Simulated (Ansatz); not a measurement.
Runs of Ansatz 0.2.0 on HPbNO4. The typed cell holds 7 atoms: a = 4.275 Å, b = 5.609 Å, c = 5.670 Å, α = 100.02°, β = 111.92°, γ = 111.82°. The cell was built by a generator and needn't be a form met in nature.

```tsv
task	level	potentials or basis	cell	k mesh	cutoff (eV)	smearing	broadening	points for each segment of the path	target pressure (GPa)	mesh quality	gap on the mesh (eV)	pressure (GPa)	largest force (eV/Å)
single point	PBE	Ansatz PAW earlier set	as given	8 × 6 × 6	1000	fermi-dirac 0.05 eV	-	-	-	not flagged	2.82	(c)	0.05
optical spectrum	PBE	Ansatz PAW	as given	6 × 4 × 4	420	fermi-dirac 0.05 eV	0.05 eV	-	-	not flagged	2.87	-	-
band structure	PBEsol	Ansatz PAW	as given	8 × 6 × 6	420	fermi-dirac 0.05 eV	-	10	-	not flagged	2.82	(a)	0.46
relaxation of cell and atoms	PBE	Ansatz PAW	relaxed to 20 GPa	6 × 4 × 4	420	fermi-dirac 0.05 eV	-	-	20	not flagged	(b)	20.0	0.01
Born charges and dielectric tensor	PBE	Ansatz PAW	as given	6 × 4 × 4	420	fixed	-	-	-	not flagged	2.87	-	-
band structure	LDA	Ansatz PAW	as given	8 × 6 × 6	420	fermi-dirac 0.05 eV	-	10	-	not flagged	2.75	-5.5	1.02
single point	HSE06	Ansatz PAW	as given	4 × 3 × 3	420	fermi-dirac 0.05 eV	-	-	-	coarse	4.20	-3.9	1.54
```

Alike in all rows: no spin polarisation.

Q: Estimate the missing entries.

A: (a) -2.6; (b) 1.89; (c) -0.1.

Caveats: some runs use coarse meshes; spin-orbit coupling is left out, which as a rule narrows the gap of such compounds by several tenths of an eV; the PAW data sets come from PBE, with cores solved anew for the run's functional, which leaves a small shift of forces and pressure (some runs); forces of over 1 eV/Å show positions far from the minimum, so gaps and moduli don't describe the material at rest (some runs); spectra need much finer meshes, so this one isn't converged (some runs); independent-particle spectra lack excitons (some runs); the plane-wave basis is chosen anew once the cell has moved, so the energies of steps on either side of that aren't comparable (some runs).

A k mesh can miss the band edges, and the runs leave out spin-orbit coupling on Pb.

The runs don't all hold the same shells in valence.
